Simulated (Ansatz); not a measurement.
# CaLa3: the cost of one run

Computed with Ansatz 0.2.0 (DFT PBE, scalar-relativistic, plane waves, PAW, unless a step's input says otherwise).

2 further runs of the same task are left out: 2 that didn't finish.

**1. The structure to begin with**

The structure is cubic, space group Pm-3m (No. 221). Conventional cell: a = 5.332 Å, b = 5.332 Å, c = 5.332 Å, α = 90.00°, β = 90.00°, γ = 90.00°. Ca (site symmetry m-3m) has 12 La at 3.77 Å as nearest neighbours. Around La (site symmetry 4/mmm) lie 8 La at 3.77 Å and 4 Ca at 3.77 Å.

Coordinates:

```xyz
4
Lattice="5.3319 0.0000 0.0000 0.0000 5.3319 0.0000 0.0000 0.0000 5.3319" Properties=species:S:1:pos:R:3 pbc="T T T"
Ca    0.0000    0.0000    0.0000
La    0.0000    2.6660    2.6660
La    2.6660    0.0000    2.6660
La    2.6660    2.6660    0.0000
```

It is the end of an earlier relaxation with the same method, from a database cell with other species swapped in; it is a trial structure. At a tolerance of 0.05 Å it has space group Pm-3m (No. 221); it has 37.90 Å³/atom, an uncorrected energy of +0.07 eV/atom over the elements and, on its mesh, gap none (metal).

**2. Point at V/V0 = 0.97**

Input file input.yaml:

```yaml
crystal:
  lattice:
    - [5.278044134, 0.0, 0.0]
    - [0.0, 5.278044134, 0.0]
    - [0.0, 0.0, 5.278044134]
  atoms:
    - { symbol: Ca, position: [0.0, 0.0, 0.0] }
    - { symbol: La, position: [0.0, 0.5, 0.5] }
    - { symbol: La, position: [0.5, 0.0, 0.5] }
    - { symbol: La, position: [0.5, 0.5, 0.0] }
basis:
  ecutwfc: 420
kpoints:
  mp_grid: { grid: [10, 10, 10] }
hamiltonian:
  xc: pbe
scf:
  occupations: { method: gaussian, width: 0.1 }
output:
  forces: true
  stress: true
  eigenvalues: true
  write_density: true
  write_potential: true
  elf: true
  volumetric_format: npy
```

Started as:

```
$ ansatz run input.yaml --threads 1 --pin off --max-ram 2560MiB --backend cpu --events-out ev --progress --plain --runs-dir out
```

What time and memory should one allow on 1 thread of Arm Neoverse V2, shared host?

About 16 s, with a peak of 0.46 GiB.
